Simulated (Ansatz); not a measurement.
Consider vertical spin-state energies of CH4N2SSi, SMILES NC1=N[SiH]1S (the Ansatz DFT code, driven from Python).

`spin_ch4n2ssi.py`
```python
'''Gap between spin states of CH4N2SSi at one geometry.'''

import warnings

import ansatz
from ase import Atoms


def main() -> None:
    warnings.simplefilter('ignore', ansatz.DeckWarning)

    atoms = Atoms(['N', 'C', 'N', 'Si', 'S', 'H', 'H', 'H', 'H'], positions=[
        [-1.2794, 0.2116, 1.4113],
        [-0.4768, -0.2183, 0.486],
        [0.5736, -0.8588, 0.4789],
        [0.0586, -0.362, -1.1911],
        [1.5084, 0.9589, -1.8595],
        [-0.9541, 0.2503, 2.3433],
        [-1.7985, 1.1157, 1.1923],
        [0.0247, -1.6459, -1.9261],
        [2.4319, 0.5023, -0.9521],
    ])
    molecule = ansatz.Crystal.molecule_from_ase(atoms)

    model = (
        molecule.calculation()
        .basis(gaussian='6-31G*')
        .functional('HF')
    )
    found = {}
    for unpaired in [0, 2]:
        summary = model.spin('collinear', total=unpaired).run().report
        s = unpaired / 2
        found[unpaired] = summary['free_energy_ev']
        print(f'2S+1 = {unpaired + 1}: E = {found[unpaired]:.5f} eV, <S^2> = {abs(summary["mean_field"]["state"]["spin_squared"]):.3f} (pure state {s * (s + 1):.2f})')
    lowest = min(found, key=found.get)
    for unpaired, e in found.items():
        print(f'multiplicity {unpaired + 1}: {23.060548 * (e - found[lowest]):.1f} kcal/mol above the lowest')


if __name__ == '__main__':
    main()
```

Which spin state is lowest at this geometry, and how far above lie the others?

In order: multiplicity 1 (+0.00 eV) and multiplicity 3 (+2.34 eV), all at the one geometry.

The output:

Running `python spin_ch4n2ssi.py` prints:
```text
2S+1 = 1: E = -22734.23599 eV, <S^2> = 0.000 (pure state 0.00)
2S+1 = 3: E = -22731.89154 eV, <S^2> = 2.025 (pure state 2.00)
multiplicity 1: 0.0 kcal/mol above the lowest
multiplicity 3: 54.1 kcal/mol above the lowest
```

Notes:
- Total energies depend on the basis set; only differences at equal settings carry meaning.
- The geometry is a force-field or estimated start, not a minimum of this method, and the basis set is short of its limit. All parts are taken at fixed geometry, without zero-point energy.
- Hartree-Fock leaves correlation out, so it favours high-spin states too much.
- Hardware and time: 9.6 s on 1 thread of Arm Neoverse V1, on a shared host, peak memory 0.33 GiB.
